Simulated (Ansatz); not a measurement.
# SnH₄O₃: basis-set convergence

An exercise on one series of results from a longer session: the logs are not shown, and one member is left open.

Computed with Ansatz 0.2.0, Gaussian basis. Level: one geometry, several basis sets.

The runs, in order: PBE0-D4/def2-SVP; ωB97M-V/def2-SVP; PBE0-D4/def2-QZVPP; ωB97M-V/def2-QZVPP; the functionals' def2-TZVPP values are taken from earlier runs.

## The geometry

An earlier PBE0-D4 in a triple-zeta def2 set relaxation fixed the geometry. Sn takes the def2 core potential; no spin-orbit term is included.

SMILES `[OH][SnH]([OH])[OH]`, 8 atoms, charge 0, spin multiplicity 1.

Atoms are counted from 1 here; the program's logs count them from 0.

Bond lengths: O1–Sn2 1.953 Å, O1–H5 0.961 Å, Sn2–O3 1.953 Å, Sn2–O4 1.953 Å, Sn2–H6 1.690 Å, O3–H7 0.961 Å, O4–H8 0.961 Å. Angles: Sn2–O1–H5 111.9°, O1–Sn2–O3 106.8°, O1–Sn2–O4 106.8°, O1–Sn2–H6 112.0°, O3–Sn2–O4 106.6°, O3–Sn2–H6 112.1°, O4–Sn2–H6 112.1°, Sn2–O3–H7 111.8°, Sn2–O4–H8 111.9°.

The first run:

Input file in.yaml:

```yaml
crystal:
  periodic: [false, false, false]
  atoms:
    - {symbol: O, position_ang: [-1.145499, 1.119639, -0.839515]}
    - {symbol: Sn, position_ang: [0.052302, 0.311994, 0.475268]}
    - {symbol: O, position_ang: [1.783994, 0.088231, -0.400149]}
    - {symbol: O, position_ang: [-0.630521, -1.483163, 0.831938]}
    - {symbol: H, position_ang: [-0.729929, 1.198457, -1.702489]}
    - {symbol: H, position_ang: [0.166589, 1.241422, 1.882347]}
    - {symbol: H, position_ang: [1.978376, -0.836167, -0.577360]}
    - {symbol: H, position_ang: [-1.383211, -1.697612, 0.274160]}
basis:
  gaussian: {orbitals: def2-SVP}
hamiltonian: {xc: pbe0, dispersion: d4}
output: {orbitals: {seedname: orbitals}}
```

Started as:

```bash
ansatz run in.yaml --threads 4 --pin off --events-out ev --progress --plain --max-ram 10444MiB
```

Among the steps run: PBE0-D4 in def2-SVP; ωB97M-V in def2-SVP; PBE0-D4 in def2-QZVPP; ωB97M-V in def2-QZVPP.

One of the session's tables, all rows but one given; the rest of the session is left out.

It belongs to the step «Functionals by basis». 

```
functional       basis  HOMO (eV)
   PBE0-D4    def2-SVP      -8.44
   PBE0-D4  def2-TZVPP      -8.73
   PBE0-D4  def2-QZVPP      -8.79
   ωB97M-V    def2-SVP     -10.82
   ωB97M-V  def2-TZVPP     -11.14
   ωB97M-V  def2-QZVPP          ?
```

**Question.** Estimate the row for ωB97M-V, def2-QZVPP.

The run gave: HOMO (eV): -11.20. In the column «HOMO (eV)» it is the lowest.
